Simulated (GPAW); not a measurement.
A run of GPAW 26.7.0 is set up as follows.

The input run.py:

```python
from ase.filters import FrechetCellFilter
from ase.io import read, write
from ase.optimize import BFGS
from ase.units import GPa
from gpaw import GPAW, PW

atoms = read('NbTe.cif')

calc = GPAW(mode=PW(600),
            xc='PBE',
            kpts={'size': (6, 6, 5), 'gamma': True},
            occupations={'name': 'fermi-dirac', 'width': 0.05},
            nbands=20,
            convergence={'density': 1e-06, 'energy': 1e-06, 'eigenstates': 1e-10},
            maxiter=150,
            txt='gpaw.txt')
atoms.calc = calc
opt = BFGS(FrechetCellFilter(atoms, scalar_pressure=20 * GPa), trajectory='relax.traj', logfile='-')
done = opt.run(fmax=0.05, steps=60)
calc.write('gs.gpw')
write('result.traj', atoms)
print('Converged:', done)
print('Cell:', atoms.cell.cellpar().round(4))
print('Volume:', round(atoms.get_volume(), 4))
print(atoms.get_scaled_positions().round(5))
```

File NbTe.cif:

```cif
data_NbTe
_cell_length_a 3.70297439
_cell_length_b 3.70297439
_cell_length_c 3.69421100
_cell_angle_alpha 90.00000000
_cell_angle_beta 90.00000000
_cell_angle_gamma 120.00000000
_space_group_name_H-M_alt 'P1'
_space_group_name_Hall 'P 1'
_space_group_IT_number 1
loop_
_space_group_symop_operation_xyz
'x,y,z'
loop_
_atom_site_label
_atom_site_type_symbol
_atom_site_symmetry_multiplicity
_atom_site_Wyckoff_symbol
_atom_site_fract_x
_atom_site_fract_y
_atom_site_fract_z
_atom_site_occupancy
Te1 Te 1 a 0.6666666667 0.3333333333 0.0000000000 1
Nb1 Nb 1 a 0.0000000000 0.0000000000 0.5000000000 1
```

Potentials or basis: GPAW PAW data sets (gpaw-data 1.2.1), pw.

Run with:

```console
$ OMP_NUM_THREADS=1 python run.py
```

Task: Estimate the space group after relaxing (to 0.05 Å).

Result: P-6m2 (No. 187).

Task: What does it give for the band gap on the k mesh?

Result: None (metal or under the smearing width).

Final structure:
```
Te Nb
1.0
     3.38254    0.00000    0.00000
    -1.69127    2.92937    0.00000
     0.00000    0.00000    3.79432
Te Nb
1 1
Direct
  0.66667 0.33333 0.00000
  0.00000 0.00000 0.50000
```

Caveat: later steps reuse the first step's grids. The run has no spin-orbit coupling, so splittings on Te are missing.
